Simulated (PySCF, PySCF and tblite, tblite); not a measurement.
# C₄H₈O₂Si₂: telling isomers apart by computed NMR, part 2 of 2

PySCF and tblite. Atoms count from 0. Earlier steps stand in the parts before.

## Step 8: Single-point energy, isomer B, conformer 1: B3LYP/def2-SVP in acetone

The job: settings as JSON, then the geometry in Å.

```
{"job": {"xc": "B3LYP", "basis": "def2-SVP", "solvent": "acetone", "kind": "sp"}, "charge": 0, "multiplicity": 1}
C      3.933005    -0.378379     0.655954
C      2.883311    -0.156331     0.115418
Si     1.285855     0.202186    -0.740573
O      0.506596    -1.236999    -1.009547
Si    -0.915942    -1.444591    -0.262422
C     -1.001475     0.308633     0.547750
C     -2.141829     1.177764     0.030984
O      0.241468     0.944492     0.253066
H      4.848901    -0.577624     1.134473
H      1.403549     0.859660    -2.030278
H     -0.783768    -2.502164     0.730074
H     -1.939018    -1.623374    -1.283068
H     -1.063163     0.264332     1.642023
H     -3.094769     0.740133     0.318544
H     -2.072902     2.183196     0.443056
H     -2.097419     1.248012    -1.053877
```

The program printed:

```text
coarse grid: 14728 points
cycle   1  E = -885.9887037846  dE =  1.124e+00  |g| = 1.052e+00  |ddm| = 4.348e+00
cycle   2  E = -885.6399271510  dE =  3.488e-01  |g| = 1.699e+00  |ddm| = 2.543e+00
cycle   3  E = -886.1998153298  dE = -5.599e-01  |g| = 1.473e-01  |ddm| = 1.734e+00
cycle   4  E = -886.2044036324  dE = -4.588e-03  |g| = 5.486e-02  |ddm| = 1.889e-01
cycle   5  E = -886.2050631943  dE = -6.596e-04  |g| = 2.384e-02  |ddm| = 6.277e-02
cycle   6  E = -886.2051896470  dE = -1.265e-04  |g| = 6.350e-03  |ddm| = 2.242e-02
cycle   7  E = -886.2051991109  dE = -9.464e-06  |g| = 2.032e-03  |ddm| = 6.036e-03
final grid: 134080 points
cycle   8  E = -886.3473818843  dE = -2.678e-05  |g| = 6.218e-03  |ddm| = 2.561e-02
cycle   9  E = -886.3473673383  dE =  1.455e-05  |g| = 1.013e-02  |ddm| = 1.371e-02
cycle  10  E = -886.3473907418  dE = -2.340e-05  |g| = 1.586e-03  |ddm| = 8.381e-03
cycle  11  E = -886.3473913600  dE = -6.182e-07  |g| = 3.074e-04  |ddm| = 1.408e-03
cycle  12  E = -886.3473913813  dE = -2.134e-08  |g| = 1.265e-04  |ddm| = 3.739e-04
cycle  13  E = -886.3473913846  dE = -3.243e-09  |g| = 2.847e-05  |ddm| = 1.173e-04
cycle  14  E = -886.3473913847  dE = -1.708e-10  |g| = 8.373e-06  |ddm| = 3.303e-05
converged SCF energy = -886.3473913847
```

Wall time 16 s (1 thread of Intel Xeon Platinum 8259CL at 2.50GHz, shared host); peak memory 0.66 GiB.

In short: HOMO -7.63 eV, LUMO -0.40 eV; dipole 1.28 D.

## Step 9: The ensemble, isomer B: properties at mPW1PW91/pcSseg-1 in acetone

The job: settings as JSON, then the geometry in Å.

```
{"job": {"study": "conf", "smiles": "C#C[Si@H]1O[SiH2][C@H](C)O1", "search": {"seed": 1633, "n_embed": 60, "ff_keep": 14, "window": 2.5, "nmax": 6, "temps": [250, 298.15, 350], "t_ref": 298.15, "order": 0.002}, "level": {"nmr": {"xc": "mPW1PW91", "basis": "pcSseg-1", "solvent": "acetone"}, "sp": {"xc": "B3LYP", "basis": "def2-SVP", "solvent": "acetone"}}, "kind": "conf"}, "charge": 0, "multiplicity": 1}
C      3.933005    -0.378379     0.655954
C      2.883311    -0.156331     0.115418
Si     1.285855     0.202186    -0.740573
O      0.506596    -1.236999    -1.009547
Si    -0.915942    -1.444591    -0.262422
C     -1.001475     0.308633     0.547750
C     -2.141829     1.177764     0.030984
O      0.241468     0.944492     0.253066
H      4.848901    -0.577624     1.134473
H      1.403549     0.859660    -2.030278
H     -0.783768    -2.502164     0.730074
H     -1.939018    -1.623374    -1.283068
H     -1.063163     0.264332     1.642023
H     -3.094769     0.740133     0.318544
H     -2.072902     2.183196     0.443056
H     -2.097419     1.248012    -1.053877
```

The program printed:

```text
conformer  sym    E(xTB)   E(DFT)   G(298.15 K)  weight  dipole/D
    1     C1      0.000    0.000    0.000   1.0000    1.279

mean shielding (ppm) by class
class atoms           250 K   298.15 K      350 K
  0 C  0             84.482     84.482     84.482
  1 C  1             98.698     98.698     98.698
  2 Si 2            383.028    383.028    383.028
  3 O  3              278.0      278.0      278.0
  4 Si 4            360.466    360.466    360.466
  5 C  5             121.01     121.01     121.01
  6 C  6            162.514    162.514    162.514
  7 O  7            273.707    273.707    273.707
  8 H  8              29.45      29.45      29.45
  9 H  9             26.806     26.806     26.806
 10 H  10             26.72      26.72      26.72
 11 H  11            27.041     27.041     27.041
 12 H  12             27.29      27.29      27.29
 13 H  13,14,15      30.252     30.252     30.252
```

Run time: 77 s. Hardware: 1 thread of Intel Xeon Platinum 8259CL at 2.50GHz, shared host. This counts the runs that the step sums up.

The search (ETKDG and KDG, MMFF94s, GFN2-xTB) embedded 60 structures, kept 1 distinct ones after the force field and 1 after xTB; 1 was carried on (window 2.5 kcal/mol at the search's own energies). Energies: B3LYP/def2-SVP in acetone with D3(BJ).

Conformer by conformer (298 K):

| no. | group | mirror pair | ΔE xTB | ΔE DFT | ΔG | weight (%) | μ (D) | A, B, C (GHz) |
| --- | --- | --- | --- | --- | --- | --- | --- | --- |
| 1 | C1 | no | 0.00 | 0.00 | 0.00 | 100.0 | 1.28 | 2.80, 1.02, 0.86 |

Energies in kcal/mol. ΔG holds xTB vibrations and rotation, symmetry numbers and mirror pairs.

Shifts against references run at the same level (1H TMS 31.74, 29Si TMS 347.7, 13C TMS 187.0 ppm of shielding), by class of atoms, at 298 K:

```csv
atoms,environment,average
C0,terminal alkyne carbon,102.5
C1,alkyne carbon,88.3
C5,sp3 CH bonded to O and Si,65.9
C6,methyl carbon,24.4
H10,"hydrogen on a silicon bonded to C, O, in a 5-membered ring",5.02
H9,"hydrogen on a silicon bonded to C, 2 O, in a 5-membered ring",4.93
H11,"hydrogen on a silicon bonded to C, O, in a 5-membered ring",4.70
H12,hydrogen on an sp3 CH bonded to O and Si,4.45
H8,hydrogen on a terminal alkyne carbon,2.29
"H13, H14, H15",hydrogen on a methyl carbon,1.49
Si4,"silicon bonded to C, O, 2 H, in a 5-membered ring",-12.8
Si2,"silicon bonded to C, 2 O, H, in a 5-membered ring",-35.3
O7,"oxygen bonded to C, Si, in a 5-membered ring",273.7 (σ)
O3,"oxygen bonded to 2 Si, in a 5-membered ring",278.0 (σ)
```

Effective distances for nuclear Overhauser effects, ⟨r⁻⁶⟩^(−1/6) over all pairs of two classes (Å): H10···H11 2.48; H12···H13 2.59; H10···H12 2.93; H11···H13 3.15; H11···H12 3.59.

## Step 10: Shieldings, isomer B, conformer 1: WP04/cc-pVDZ

The job: settings as JSON, then the geometry in Å.

```
{"job": {"xc": "WP04", "basis": "cc-pVDZ", "kind": "nmr", "pop": false}, "charge": 0, "multiplicity": 1}
C      4.011627    -0.304656     0.648275
C      2.933415    -0.142462     0.123142
Si     1.331134     0.158729    -0.732803
O      0.503999    -1.303518    -1.003385
Si    -0.961965    -1.506196    -0.297496
C     -1.056625     0.279614     0.553118
C     -2.158614     1.223810     0.049647
O      0.234507     0.889182     0.228898
H      4.951492    -0.454839     1.116922
H      1.513057     0.838992    -1.982301
H     -0.920926    -2.600083     0.650930
H     -1.980226    -1.720334    -1.305535
H     -1.119815     0.282350     1.655439
H     -3.133295     0.859273     0.377300
H     -2.001867     2.226716     0.449288
H     -2.153497     1.282366    -1.039860
```

The program printed:

```text
coarse grid: 14728 points
cycle   1  E = -899.5366133412  dE =  1.089e+00  |g| = 1.409e+00  |ddm| = 8.737e+00
cycle   2  E = -898.4415750891  dE =  1.095e+00  |g| = 2.661e+00  |ddm| = 5.631e+00
cycle   3  E = -899.9107472277  dE = -1.469e+00  |g| = 2.902e-01  |ddm| = 3.788e+00
cycle   4  E = -899.9235681621  dE = -1.282e-02  |g| = 1.994e-01  |ddm| = 7.879e-01
cycle   5  E = -899.9299663385  dE = -6.398e-03  |g| = 1.317e-01  |ddm| = 3.916e-01
cycle   6  E = -899.9344105799  dE = -4.444e-03  |g| = 1.247e-02  |ddm| = 1.769e-01
cycle   7  E = -899.9344516606  dE = -4.108e-05  |g| = 4.162e-03  |ddm| = 2.894e-02
cycle   8  E = -899.9344561536  dE = -4.493e-06  |g| = 9.024e-04  |ddm| = 9.363e-03
final grid: 134080 points
cycle   9  E = -899.9612952423  dE = -3.304e-05  |g| = 7.389e-03  |ddm| = 7.024e-02
cycle  10  E = -899.9612824738  dE =  1.277e-05  |g| = 1.082e-02  |ddm| = 3.085e-02
cycle  11  E = -899.9613085774  dE = -2.610e-05  |g| = 1.624e-03  |ddm| = 1.694e-02
cycle  12  E = -899.9613091304  dE = -5.530e-07  |g| = 3.719e-04  |ddm| = 2.885e-03
cycle  13  E = -899.9613091503  dE = -1.989e-08  |g| = 2.352e-04  |ddm| = 8.199e-04
cycle  14  E = -899.9613091639  dE = -1.360e-08  |g| = 6.444e-05  |ddm| = 3.556e-04
cycle  15  E = -899.9613091650  dE = -1.068e-09  |g| = 1.710e-05  |ddm| = 1.252e-04
cycle  16  E = -899.9613091651  dE = -5.616e-11  |g| = 7.112e-06  |ddm| = 3.475e-05
converged SCF energy = -899.9613091651

GIAO shielding tensors (ppm)
atom      isotropic    diamagn.    paramagn.     s11        s22        s33       span
  0 C      105.652     261.752    -156.100     27.599     31.863    257.495    229.896
  1 C      115.707     252.044    -136.337     28.475     29.462    289.184    260.709
  2 Si     450.600     882.352    -431.752    426.456    446.562    478.781     52.325
  3 O      284.666     393.416    -108.751    249.512    270.264    334.222     84.710
  4 Si     439.999     882.619    -442.620    416.249    427.416    476.331     60.082
  5 C      113.744     245.570    -131.826     76.104     98.079    167.050     90.946
  6 C      163.962     246.387     -82.425    148.860    159.690    183.337     34.477
  7 O      263.935     394.285    -130.350    225.894    267.869    298.043     72.150
  8 H       30.106      33.893      -3.787     25.180     25.219     39.919     14.738
  9 H       27.794      31.457      -3.663     23.629     25.439     34.314     10.685
 10 H       27.820      31.943      -4.123     24.218     25.374     33.867      9.649
 11 H       28.054      31.809      -3.756     25.004     25.477     33.681      8.677
 12 H       27.396      31.559      -4.163     23.561     26.957     31.668      8.107
 13 H       30.862      27.879       2.983     27.285     28.377     36.925      9.639
 14 H       30.050      29.102       0.949     26.521     28.326     35.303      8.782
 15 H       30.607      31.387      -0.780     27.175     29.705     34.941      7.766
```

Wall time 46 s (1 thread of Intel Xeon Platinum 8259CL at 2.50GHz, shared host); peak memory 0.82 GiB.

This run: HOMO -9.05 eV, LUMO -2.23 eV; dipole 0.86 D.

## Step 11: Single-point energy, isomer B, conformer 1: BHandHLYP/cc-pVDZ

Changed since step 10:

```diff
@@ -1,2 +1,2 @@
-{"job": {"xc": "WP04", "basis": "cc-pVDZ", "kind": "nmr", "pop": false}, "charge": 0, "multiplicity": 1}
+{"job": {"xc": "BHandHLYP", "basis": "cc-pVDZ", "kind": "sp"}, "charge": 0, "multiplicity": 1}
 C      4.011627    -0.304656     0.648275
```

The program printed:

```text
coarse grid: 14728 points
cycle   1  E = -886.3618643946  dE =  1.180e+00  |g| = 9.128e-01  |ddm| = 7.337e+00
cycle   2  E = -886.3022093331  dE =  5.966e-02  |g| = 1.096e+00  |ddm| = 2.706e+00
cycle   3  E = -886.5305396609  dE = -2.283e-01  |g| = 7.926e-02  |ddm| = 1.394e+00
cycle   4  E = -886.5316729276  dE = -1.133e-03  |g| = 4.359e-02  |ddm| = 1.909e-01
cycle   5  E = -886.5321022114  dE = -4.293e-04  |g| = 1.716e-02  |ddm| = 8.594e-02
cycle   6  E = -886.5321745065  dE = -7.230e-05  |g| = 2.970e-03  |ddm| = 2.478e-02
cycle   7  E = -886.5321766381  dE = -2.132e-06  |g| = 9.511e-04  |ddm| = 5.558e-03
final grid: 134080 points
cycle   8  E = -886.5471754457  dE = -9.231e-06  |g| = 2.256e-03  |ddm| = 2.786e-02
cycle   9  E = -886.5471756651  dE = -2.194e-07  |g| = 2.150e-03  |ddm| = 8.159e-03
cycle  10  E = -886.5471767867  dE = -1.122e-06  |g| = 4.465e-04  |ddm| = 3.693e-03
cycle  11  E = -886.5471768301  dE = -4.335e-08  |g| = 1.236e-04  |ddm| = 7.258e-04
cycle  12  E = -886.5471768338  dE = -3.731e-09  |g| = 4.991e-05  |ddm| = 2.639e-04
cycle  13  E = -886.5471768344  dE = -5.975e-10  |g| = 1.427e-05  |ddm| = 8.552e-05
converged SCF energy = -886.5471768344
```

Run time: 21 s. Hardware: 1 thread of Intel Xeon Platinum 8259CL at 2.50GHz, shared host; peak memory 0.64 GiB.

This run: HOMO -9.17 eV, LUMO 0.79 eV; dipole 0.88 D.

## Step 12: Averages, isomer B: properties at WP04/cc-pVDZ

The job: settings as JSON, then the geometry in Å.

```
{"job": {"study": "conf", "smiles": "C#C[Si@H]1O[SiH2][C@H](C)O1", "search": {"seed": 1633, "n_embed": 60, "ff_keep": 14, "window": 2.5, "nmax": 6, "temps": [250, 298.15, 350], "t_ref": 298.15, "order": 0.002}, "level": {"nmr": {"xc": "WP04", "basis": "cc-pVDZ"}, "sp": {"xc": "BHandHLYP", "basis": "cc-pVDZ"}, "alter": {"geometry": "GFN1-xTB"}, "change": "WP04/cc-pVDZ; energies BHandHLYP/cc-pVDZ; GFN1-xTB geometries"}, "kind": "conf"}, "charge": 0, "multiplicity": 1}
C      4.011627    -0.304656     0.648275
C      2.933415    -0.142462     0.123142
Si     1.331134     0.158729    -0.732803
O      0.503999    -1.303518    -1.003385
Si    -0.961965    -1.506196    -0.297496
C     -1.056625     0.279614     0.553118
C     -2.158614     1.223810     0.049647
O      0.234507     0.889182     0.228898
H      4.951492    -0.454839     1.116922
H      1.513057     0.838992    -1.982301
H     -0.920926    -2.600083     0.650930
H     -1.980226    -1.720334    -1.305535
H     -1.119815     0.282350     1.655439
H     -3.133295     0.859273     0.377300
H     -2.001867     2.226716     0.449288
H     -2.153497     1.282366    -1.039860
```

The program printed:

```text
conformer  sym    E(xTB)   E(DFT)   G(298.15 K)  weight  dipole/D
    1     C1      0.000    0.000    0.000   1.0000    0.877

mean shielding (ppm) by class
class atoms           250 K   298.15 K      350 K
  0 C  0            105.652    105.652    105.652
  1 C  1            115.707    115.707    115.707
  2 Si 2              450.6      450.6      450.6
  3 O  3            284.666    284.666    284.666
  4 Si 4            439.999    439.999    439.999
  5 C  5            113.744    113.744    113.744
  6 C  6            163.962    163.962    163.962
  7 O  7            263.935    263.935    263.935
  8 H  8             30.106     30.106     30.106
  9 H  9             27.794     27.794     27.794
 10 H  10             27.82      27.82      27.82
 11 H  11            28.053     28.053     28.053
 12 H  12            27.396     27.396     27.396
 13 H  13,14,15      30.507     30.507     30.507
```

Run time: 67 s. Hardware: 1 thread of Intel Xeon Platinum 8259CL at 2.50GHz, shared host. This counts the runs that the step sums up.

Against the first level, at 298 K (shieldings, ppm; largest changes first):

```csv
atoms,mPW1PW91/pcSseg-1 in acetone,WP04/cc-pVDZ,change
Si4,360.5,440.0,+79.5
Si2,383.0,450.6,+67.6
C0,84.5,105.7,+21.2
C1,98.7,115.7,+17.0
O7,273.7,263.9,-9.8
C5,121.0,113.7,-7.3
O3,278.0,284.7,+6.7
C6,162.5,164.0,+1.4
H10,26.72,27.82,+1.10
H11,27.04,28.05,+1.01
```

Weights: from B3LYP/def2-SVP in acetone energies 1: 100 %; from BHandHLYP/cc-pVDZ energies 1: 100 % (with a dispersion term where the level has one and the same thermal terms, so they don't follow from the SCF energies alone). Times: 77 s and 67 s.

## Step 13: Which isomer fits the signals?

The job: settings as JSON, then the geometry in Å.

```
{"job": {"study": "set", "relation": "diastereomers", "members": [{"smiles": "[CH:1]#[C:2][Si@@H:3]1[O:4][SiH2:5][C@H:6]([CH3:7])[O:8]1"}, {"smiles": "[CH:1]#[C:2][Si@H:3]1[O:4][SiH2:5][C@H:6]([CH3:7])[O:8]1"}], "charge": 0, "search": {"seed": 1633, "n_embed": 60, "ff_keep": 14, "window": 2.5, "nmax": 6, "temps": [250, 298.15, 350], "t_ref": 298.15, "order": 0.002}, "level": {"nmr": {"xc": "mPW1PW91", "basis": "pcSseg-1", "solvent": "acetone"}, "sp": {"xc": "B3LYP", "basis": "def2-SVP", "solvent": "acetone"}}, "dp4": {"C": [2.5, 10], "H": [0.12, 10]}, "second_levels": [{"nmr": {"xc": "WP04", "basis": "cc-pVDZ"}, "wide": true, "sp": {"xc": "BHandHLYP", "basis": "cc-pVDZ"}, "alter": {"geometry": "GFN1-xTB"}, "change": "WP04/cc-pVDZ; energies BHandHLYP/cc-pVDZ; GFN1-xTB geometries"}], "kind": "set"}, "charge": 0, "multiplicity": 1}
C      3.482176     0.630258    -0.530638
C      2.584740     0.123674     0.087238
Si     1.216289    -0.657756     1.055039
O      0.470128    -1.760600     0.065749
Si    -1.078417    -1.468772    -0.311261
C     -1.242059     0.187691     0.672463
C     -1.511716     1.405047    -0.203945
O     -0.001847     0.369598     1.354299
H      4.265172     1.072971    -1.076983
H      1.619968    -1.357458     2.259827
H     -1.901775    -2.530321     0.251844
H     -1.174131    -1.255962    -1.748273
H     -2.009419     0.141217     1.455102
H     -2.483610     1.306228    -0.681381
H     -1.498449     2.315883     0.392396
H     -0.744649     1.487247    -0.971180
```

The program printed:

```text
isomer  G rel   conformers  SMILES
A     0.000      1   C#C[Si@@H]1O[SiH2][C@H](C)O1
B     0.145      1   C#C[Si@H]1O[SiH2][C@H](C)O1

signals of isomer B at the second level: probabilities [0.42459, 0.57541]
```

Wall time 3.7 min (1 thread of Intel Xeon Platinum 8259CL at 2.50GHz, shared host); peak memory 1.1 GiB. This counts the whole study up to here.

The 2 candidates (diastereomers), with energies and dipoles from their ensembles above, at 298 K; shieldings at mPW1PW91/pcSseg-1 in acetone:

```csv
isomer,SMILES,conformers,ΔE,ΔG,μ rms (D)
A,C#C[Si@@H]1O[SiH2][C@H](C)O1,1,0.00,0.00,1.46
B,C#C[Si@H]1O[SiH2][C@H](C)O1,1,0.14,0.14,1.28
```

Energies in kcal/mol.

The signals of isomer B, computed at a second level (WP04/cc-pVDZ on GFN1-xTB geometries), stand in for a spectrum. The test takes 4 C values, 3 H values (hydrogens on carbon alone). Each candidate's shieldings are matched to them by assigned atoms (like hydrogens of one group may swap) by a straight-line fit, or by a shift alone where signals are few or close (slope 1; a small slope inflates the errors), and the errors are weighed by Student-t tails (C: width 2.5 ppm, H: width 0.12 ppm).

| candidate | C slope | C mean error | C largest | H slope | H mean error | H largest | P(C) | P(H) | P(all) |
| --- | --- | --- | --- | --- | --- | --- | --- | --- | --- |
| A | 1.20 | 7.3 | 14.7 | 1.00 | 0.21 | 0.32 | 48.1 | 44.3 | 42.5 |
| B | 1.20 | 7.3 | 14.6 | 1.00 | 0.21 | 0.32 | 51.9 | 55.7 | 57.5 |

Errors in ppm, probabilities in per cent.

## Step 14: Results

This closing draws on all 2 parts.

| quantity | value |
| --- | --- |
| conformers, isomer A | 1; the first in weight is no. 1 (C1), 100 % at 298 K |
| root-mean-square dipole, isomer A | 1.46 D |
| averaged 13C shifts, isomer A (mPW1PW91/pcSseg-1 in acetone) | 102.3, 88.8, 66.1, 24.6 ppm |
| averaged 1H shifts, isomer A (mPW1PW91/pcSseg-1 in acetone) | 4.99, 4.86, 4.73, 4.41, 2.29, 1.54 ppm |
| averaged 29Si shifts, isomer A (mPW1PW91/pcSseg-1 in acetone) | -12.7, -35.3 ppm |
| conformers, isomer B | 1; the first in weight is no. 1 (C1), 100 % at 298 K |
| root-mean-square dipole, isomer B | 1.28 D |
| averaged 13C shifts, isomer B (mPW1PW91/pcSseg-1 in acetone) | 102.5, 88.3, 65.9, 24.4 ppm |
| averaged 1H shifts, isomer B (mPW1PW91/pcSseg-1 in acetone) | 5.02, 4.93, 4.70, 4.45, 2.29, 1.49 ppm |
| averaged 29Si shifts, isomer B (mPW1PW91/pcSseg-1 in acetone) | -12.8, -35.3 ppm |
| lowest in free energy | A, B, within 0.5 kcal/mol of one another |
| signals of B (WP04/cc-pVDZ on GFN1-xTB geometries) | best fit B, 58 % |

In words: The search found one conformer for isomer A in the window, so the averages are its own values. The search found one conformer for isomer B in the window, so the averages are its own values. Between mPW1PW91/pcSseg-1 in acetone and WP04/cc-pVDZ, Si4 of isomer B changes most, by 79.5 ppm of raw shielding (the geometries differ too). The test names the right isomer, B, with 58 %, which is no clear verdict. The stand-in spectrum is computed, so it shares conformers and some errors with the candidates; a measured one would test harder.
